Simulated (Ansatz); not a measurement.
# CH12GeO12Si3: small, medium and large basis sets

An exercise on one series of results from a longer session: the logs are not shown, and one member is left open.

The runs use Ansatz 0.2.0, Gaussian basis; one geometry, several basis sets.

The runs, in order: PBE0-D4/def2-SVP; ωB97M-V/def2-SVP; PBE0-D4/def2-QZVPP; ωB97M-V/def2-QZVPP; the functionals' def2-TZVPP values are taken from earlier runs.

### Structure used throughout

An earlier PBE0-D4 in a triple-zeta def2 set relaxation fixed the geometry.

SMILES `[CH3][Ge]([O][Si](O)(O)O)([O][Si](O)(O)O)[O][Si](O)(O)O`, 29 atoms, charge 0, spin multiplicity 1.

Atoms are counted from 1 here; the program's logs count them from 0.

Bond lengths: C1–Ge2 1.910 Å, C1–H18 1.089 Å, C1–H19 1.089 Å, C1–H20 1.089 Å, Ge2–O3 1.769 Å, Ge2–O8 1.758 Å, Ge2–O13 1.771 Å, O3–Si4 1.624 Å, Si4–O5 1.645 Å, Si4–O6 1.631 Å, Si4–O7 1.622 Å, O5–H21 0.959 Å, O6–H22 0.979 Å, O7–H23 0.958 Å, O8–Si9 1.628 Å, Si9–O10 1.616 Å, Si9–O11 1.661 Å, Si9–O12 1.622 Å and more. Angles: Ge2–C1–H18 109.6°, Ge2–C1–H19 109.4°, Ge2–C1–H20 108.5°, H18–C1–H19 109.5°, H18–C1–H20 110.0°, H19–C1–H20 109.7°, C1–Ge2–O3 111.1°, C1–Ge2–O8 112.4°, C1–Ge2–O13 114.6°, O3–Ge2–O8 107.3°, O3–Ge2–O13 106.6°, O8–Ge2–O13 104.2°, Ge2–O3–Si4 136.6°, O3–Si4–O5 110.7°, O3–Si4–O6 111.7°, O3–Si4–O7 109.1°, O5–Si4–O6 105.9°, O5–Si4–O7 108.6° and more.

Set-up of the first run:

Contents of in.yaml:

```yaml
crystal:
  periodic: [false, false, false]
  atoms:
    - {symbol: C, position_ang: [-2.056465, -1.635180, -1.843370]}
    - {symbol: Ge, position_ang: [-0.629630, -0.743877, -0.938848]}
    - {symbol: O, position_ang: [-1.039728, 0.944409, -0.608340]}
    - {symbol: Si, position_ang: [-0.333216, 2.206580, 0.130028]}
    - {symbol: O, position_ang: [0.569648, 3.072815, -0.938009]}
    - {symbol: O, position_ang: [0.697051, 1.722658, 1.297474]}
    - {symbol: O, position_ang: [-1.481078, 3.175484, 0.741754]}
    - {symbol: O, position_ang: [0.860422, -0.747001, -1.871429]}
    - {symbol: Si, position_ang: [2.324115, -0.133451, -1.507412]}
    - {symbol: O, position_ang: [2.581981, 1.372447, -2.034072]}
    - {symbol: O, position_ang: [2.431116, -0.081345, 0.149614]}
    - {symbol: O, position_ang: [3.418989, -1.123269, -2.179309]}
    - {symbol: O, position_ang: [-0.173138, -1.466768, 0.612585]}
    - {symbol: Si, position_ang: [-0.930634, -1.401063, 2.058195]}
    - {symbol: O, position_ang: [-0.232352, -0.296362, 3.018787]}
    - {symbol: O, position_ang: [-2.491409, -1.081897, 1.670887]}
    - {symbol: O, position_ang: [-0.883246, -2.823879, 2.847560]}
    - {symbol: H, position_ang: [-2.288133, -1.109429, -2.769054]}
    - {symbol: H, position_ang: [-1.758230, -2.658158, -2.070398]}
    - {symbol: H, position_ang: [-2.928378, -1.642419, -1.190235]}
    - {symbol: H, position_ang: [0.089672, 3.602023, -1.578037]}
    - {symbol: H, position_ang: [1.470040, 1.211906, 0.981074]}
    - {symbol: H, position_ang: [-2.296752, 2.756086, 1.019305]}
    - {symbol: H, position_ang: [1.998868, 2.075826, -1.708895]}
    - {symbol: H, position_ang: [2.046710, -0.852632, 0.583373]}
    - {symbol: H, position_ang: [4.289701, -0.757211, -2.339594]}
    - {symbol: H, position_ang: [0.079493, 0.517757, 2.587524]}
    - {symbol: H, position_ang: [-3.138685, -1.187995, 2.369195]}
    - {symbol: H, position_ang: [-0.196714, -2.916024, 3.509647]}
basis:
  gaussian: {orbitals: def2-SVP}
hamiltonian: {xc: pbe0, dispersion: d4}
output: {orbitals: {seedname: orbitals}}
```

Launch:

```console
ansatz run in.yaml --threads 11 --pin off --events-out ev --progress --plain --max-ram 110592MiB --backend cuda --devices 0, --max-vram 75GiB
```

Among the steps run: PBE0-D4 in def2-SVP; ωB97M-V in def2-SVP; PBE0-D4 in def2-QZVPP; ωB97M-V in def2-QZVPP.

One table of the session follows, with a row left open; its other results are not shown here.

It belongs to the step «Functionals by basis». 

```
functional       basis  HOMO (eV)  LUMO (eV)
   PBE0-D4    def2-SVP      -8.68       0.34
   PBE0-D4  def2-TZVPP      -8.89      -0.14
   PBE0-D4  def2-QZVPP      -8.95      -0.47
   ωB97M-V    def2-SVP     -11.11       2.02
   ωB97M-V  def2-TZVPP     -11.34       1.37
   ωB97M-V  def2-QZVPP          ?          ?
```

Q: Estimate the row for ωB97M-V, def2-QZVPP from the others.

**Answer.** HOMO (eV): -11.40; LUMO (eV): 0.76. In the column «HOMO (eV)» it is the lowest.
